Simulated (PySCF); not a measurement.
**How the numerical set-up moves the result for CaN (quartet)**

Aim: see how much the energy and properties of CaN (quartet) depend on the numerical set-up.

Computed with PySCF 2.14.0. Level: each script names its method and basis.

5 further runs of the same task are left out: 5 that didn't finish.

## 1. The system as given

CaN (quartet): 2 atoms, charge 0, spin multiplicity 4.

Bond lengths: Ca1–N2 2.245 Å.

## 2. The run that the others are compared with

Contents of input.py:

```python
from pyscf import gto, scf, cc

mol = gto.M(
    atom='Ca 0 0 0; N 0 0 2.245',
    basis='def2-svp',
    charge=0,
    spin=3,
    symmetry=True,
    verbose=4,
)
mf = scf.UHF(mol)
mf.kernel()
mycc = cc.CCSD(mf)
mycc.kernel()
e = mycc.eaccsd(nroots=6)[0]
print('roots (eV) =', (e*27.211386).round(3))
mf.dip_moment()
print('orbital energies (hartree):', [e[max(0, n-3):n+3].round(4) for e, n in zip(mf.mo_energy, mol.nelec)])
```

Started as:

```sh
python input.py
```

Its log is not repeated here.

In short: E(SCF) = -730.993782 Eh, 13 cycles, E(CCSD) − E(SCF) = -0.23458 Eh, ⟨S²⟩ = 3.761, μ = 4.58 D, attachment roots -0.700, 0.855, 1.354, 1.354, 1.599 eV.

The bond length is a typed value, not an optimised one. Positive EA roots mean that the added electron is unbound. The quartet is typed in the script; nothing here shows that it is the ground state.

## 3. Spin-free X2C on

Edit 1 changes spin-free X2C: off → on.

Contents of input.py:

```python
from pyscf import gto, scf, cc

mol = gto.M(
    atom='Ca 0 0 0; N 0 0 2.245',
    basis='def2-svp',
    charge=0,
    spin=3,
    symmetry=True,
    verbose=4,
)
mf = scf.UHF(mol)
mf = mf.sfx2c1e()
mf.kernel()
mycc = cc.CCSD(mf)
mycc.kernel()
e = mycc.eaccsd(nroots=6)[0]
print('roots (eV) =', (e*27.211386).round(3))
mf.dip_moment()
print('orbital energies (hartree):', [e[max(0, n-3):n+3].round(4) for e, n in zip(mf.mo_energy, mol.nelec)])
```

Started as:

```sh
python input.py
```

## 4. X2c-tzvpall (X2C on)

Edit 2 changes basis set: def2-svp → x2c-tzvpall; spin-free X2C: off → on; step after the SCF: eomea → mp2.

Contents of input.py:

```python
from pyscf import gto, scf, mp

mol = gto.M(
    atom='Ca 0 0 0; N 0 0 2.245',
    basis='x2c-tzvpall',
    charge=0,
    spin=3,
    symmetry=True,
    verbose=4,
)
mf = scf.UHF(mol)
mf = mf.sfx2c1e()
mf.kernel()
mp.MP2(mf).kernel()
mf.dip_moment()
print('orbital energies (hartree):', [e[max(0, n-3):n+3].round(4) for e, n in zip(mf.mo_energy, mol.nelec)])
```

**Question.** What will these runs give? Wanted: for each run, E(SCF); from base; gap, α spin; SCF dipole; after the SCF.

**Answer**, as computed:

```tsv
run	E(SCF) (hartree)	from base (eV)	cycles	gap, α spin (eV)	SCF dipole (D)	functions	after the SCF
base	-730.993782	0	13	7.42	4.58	38	CCSD correlation -6.383 eV, first root -0.70 eV
spin-free X2C on	-733.502810	-68.2741	13	7.45	4.57	38	CCSD correlation -6.374 eV, first root -0.70 eV
x2c-tzvpall (X2C on)	-734.055364	not comparable	13	6.15	3.87	67	MP2 correlation -9.668 eV
```

Scalar relativity lowers the total energy by 68.27 eV, nearly all of it in the inner shells; a basis contracted without relativity catches only part of it.
